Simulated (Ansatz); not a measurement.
# FeRe2Ge2P: the cost of one run

Program: Ansatz 0.2.0. Level of theory: DFT PBE, scalar-relativistic, plane waves, PAW, unless a step names another level. These are calculated values, not measurements.

2 further runs of the same task are left out: 2 that didn't finish.

### Step 1. The structure to begin with

The structure is tetragonal, space group P-4m2 (No. 115). Conventional cell: a = 3.290 Å, b = 3.290 Å, c = 7.837 Å, α = 90.00°, β = 90.00°, γ = 90.00°. Fe (site symmetry -4m2) is surrounded by 4 P at 2.33 Å and 4 Re at 2.58 Å. Around Re (site symmetry 2mm) lie 2 Fe at 2.58 Å and 2 P at 2.58 Å and 5 Ge at 2.59 to 2.72 Å. Around Ge (site symmetry 2mm) lie 5 Re at 2.59 to 2.72 Å and 4 Ge at 2.81 Å. P (site symmetry -4m2) has 4 Fe at 2.33 Å and 4 Re at 2.58 Å as nearest neighbours.

Structure file:

```cif
data_structure
_symmetry_space_group_name_H-M 'P-4m2'
_symmetry_Int_Tables_number 115
_cell_length_a 3.2896
_cell_length_b 3.2896
_cell_length_c 7.8369
_cell_angle_alpha 90.000
_cell_angle_beta 90.000
_cell_angle_gamma 90.000
_cell_volume 84.81
loop_
_atom_site_label
_atom_site_type_symbol
_atom_site_symmetry_multiplicity
_atom_site_Wyckoff_symbol
_atom_site_fract_x
_atom_site_fract_y
_atom_site_fract_z
_atom_site_occupancy
Fe1 Fe 1 a 0.00000 0.00000 0.00000 1
Re1 Re 2 g 0.50000 0.00000 0.74622 1
Ge1 Ge 2 g 0.50000 0.00000 0.39972 1
P1 P 1 b 0.50000 0.50000 0.00000 1
```

It came out lowest among 20 distinct ends of the trial cells. At a tolerance of 0.05 Å it has space group P-4m2 (No. 115). Site moments: 1.3 0.0 0.0 0.0 0.0 0.0 μB.

### Step 2. Bands, states and charges

The input, input.yaml:

```yaml
crystal:
  lattice:
    - [3.2895722803, 0.0, 0.0]
    - [0.0, 3.2895722803, 0.0]
    - [0.0, 0.0, 7.836934483]
  atoms:
    - { symbol: Fe, position: [0.0, 0.0, 0.0], spin: 1.42 }
    - { symbol: Re, position: [0.5, 0.0, 0.7462174309] }
    - { symbol: Re, position: [0.0, 0.5, 0.2537825691] }
    - { symbol: Ge, position: [0.5, 0.0, 0.3997179499] }
    - { symbol: Ge, position: [0.0, 0.5, 0.6002820501] }
    - { symbol: P, position: [0.5, 0.5, 0.0] }
basis:
  ecutwfc: 420
kpoints:
  mp_grid: { grid: [10, 10, 4] }
  band_path:
    path:
      - [[0.0, 0.0, 0.0], [0.0, 0.5, 0.0], [0.5, 0.5, 0.0], [0.0, 0.0, 0.0], [0.0, 0.0, 0.5], [0.0, 0.5, 0.5], [0.5, 0.5, 0.5], [0.0, 0.0, 0.5]]
      - [[0.0, 0.5, 0.0], [0.0, 0.5, 0.5]]
      - [[0.5, 0.5, 0.0], [0.5, 0.5, 0.5]]
    npoints: 14
hamiltonian:
  xc: pbe
scf:
  occupations: { method: gaussian, width: 0.1 }
  n_extra_bands: 15
output:
  forces: true
  stress: true
  eigenvalues: true
  populations: true
  dos: { projected: true, de: 0.02, nscf_kmesh: { grid: [12, 12, 5] } }
  bader: true
magnetization:
  spin_polarized: true
checkpoint:
  read: start.run
  write: ck
  compress: false
  write_wavefunctions: false
  write_every: 100000
```

Launch:

```sh
ansatz run input.yaml --threads 1 --pin off --max-ram 2560MiB --backend cpu --events-out ev --progress --plain --runs-dir out
```

Q: Estimate wall time and peak memory on 1 thread of Arm Neoverse V2, shared host.

About 4 min, with a peak of 0.76 GiB.
